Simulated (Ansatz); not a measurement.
# K+: energies up the ladder

The task, for K+: energies up the ladder. Charge +1.

Computed with Ansatz 0.2.0 (the levels named in each step, unless a step's input says otherwise).

## Step 1: The system as given

Coordinates:

```xyz
1

K     0.0000    0.0000    0.0000
```

## Step 2: Single point, PBE0/def2-TZVPP

Contents of input.yaml:

```yaml
crystal:
  periodic: [false, false, false]
  atoms:
    - { symbol: K, position_ang: [0.0, 0.0, 0.0] }
total_charge: 1
basis:
  gaussian: { orbitals: def2-TZVPP }
hamiltonian:
  xc: pbe0
```

Started as:

```console
$ ansatz run input.yaml --threads 1 --pin off --max-ram 2560MiB --backend cpu --events-out ev --progress --plain --runs-dir out
```

Further steps of the session: Single point, PBE/def2-TZVPP; Single point, r2SCAN/def2-TZVPP; Single point, B3LYP/def2-TZVPP; Single point, wB97M-V/def2-TZVPP; Single point, B2PLYP/def2-TZVPP; Single point, LDA/def2-TZVPP; Single point, PBE0/def2-SVP; Single point, PBE/def2-SVP.

What does the calculation give? Wanted: energy at PBE/def2-SVP.

**Answer**, as computed:

| quantity | value |
| --- | --- |
| energy at PBE/def2-SVP | -16311.861 eV |

These totals serve in differences with atoms or fragments at the same level; alone they don't rank the methods.
